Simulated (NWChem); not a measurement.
# MP2/SBKJC-VDZ (core potential) run of SiHBrO (SMILES O[Si]Br)

What is the vertical ionisation energy of SiHBrO at MP2/SBKJC-VDZ (core potential)? 

The calculation is run with NWChem 7.3.0.

**1. The system as given**

SiHBrO has 4 atoms, charge 0, and is taken as a singlet. SMILES: `O[Si]Br`. The shape is that of a PBE0-D4/def2-TZVP optimisation.

Bond lengths: O1–Si2 1.636 Å, Si2–Br3 2.289 Å, O1–H4 0.963 Å. Angles: O1–Si2–Br3 101.2°, Si2–O1–H4 120.7°.

**2. The energy at MP2/SBKJC-VDZ (core potential)**

Input file work.nw:

```
start work
memory stack 880 mb heap 220 mb global 1100 mb
charge 0
geometry units au noautosym nocenter noautoz
  O  -1.67278557  0.87891162 -0.85888052
  Si -1.11588328 -1.51102501  1.02007416
  Br  3.19855044 -1.37042939  1.30693459
  H  -0.30500180  1.88859229 -1.50648967
end
basis "ao basis" spherical bse
  * library SBKJC-VDZ
end
ecp bse
  O library SBKJC-VDZ
  Si library SBKJC-VDZ
  Br library SBKJC-VDZ
end
scf
  thresh 1e-08
  maxiter 80
  print low
end
mp2
  tight
end
task mp2 energy
```

Started as:

```console
nwchem work.nw > work.out
```

The log of the run:

```text
[...]
  functions       =    26
[...]
  wavefunction    = RHF
[...]
         Total SCF energy =    -33.147231117557
      One-electron energy =   -107.767406774090
      Two-electron energy =     47.637522168258
 Nuclear repulsion energy =     26.982653488274
        Time for solution =      0.3s
[...]
          Total MP2 energy           -33.320056183339
[...]
```

It took 0.94 s on 1 thread of Intel Xeon 6975P-C (Granite Rapids), shared host; peak memory 0.099 GiB.

**3. The doublet cation, same level**

Input file brhosi.nw:

```
START brhosi
TITLE "BrHOSi energy"
memory 2200 mb
charge 1

GEOMETRY noautosym nocenter noautoz
  O     -0.885200     0.465100    -0.454500
  Si    -0.590500    -0.799600     0.539800
  Br     1.692600    -0.725200     0.691600
  H     -0.161400     0.999400    -0.797200
END

BASIS spherical bse
  * library SBKJC-VDZ
END

ECP bse
  O library SBKJC-VDZ
  Si library SBKJC-VDZ
  Br library SBKJC-VDZ
END

SCF
  doublet
  uhf
  thresh 1e-08
  maxiter 80
  noprint "final vectors analysis"
END

MP2
  tight
END

TASK mp2
```

Started as:

```console
nwchem brhosi.nw > brhosi.out
```

The log of the run:

```text
[...]
  functions       =    26
[...]
  wavefunction    = UHF
[...]
         Total SCF energy =    -32.800543781760
      One electron energy =   -103.477130895904
      Two electron energy =     43.693931666099
 Nuclear repulsion energy =     26.982655448045
                       Sz =      0.5000
                 Sz(Sz+1) =      0.7500
                      S^2 =      0.7882
[...]
          Total MP2 energy           -32.968882837374
[...]
```

It took 1.3 s on 1 thread of Intel Xeon 6975P-C (Granite Rapids), shared host; peak memory 0.1 GiB.

**4. Outcome**

At MP2/SBKJC-VDZ (core potential):

```
                                          quantity         value
                      singlet SiHBrO: total energy  -33.32006 Eh
                singlet SiHBrO: correlation energy    -172.8 mEh
                      doublet cation: total energy  -32.96888 Eh
                doublet cation: correlation energy    -168.3 mEh
 doublet cation: ⟨S²⟩ of the reference determinant         0.788
vertical ionisation energy (to the doublet cation)      9.556 eV
```

**Reading.** The vertical ionisation energy comes to 9.56 eV (922 kJ/mol). Mulliken charges (doublet cation) run from -0.81 on O1 to +1.18 on Si2; they depend strongly on the basis.
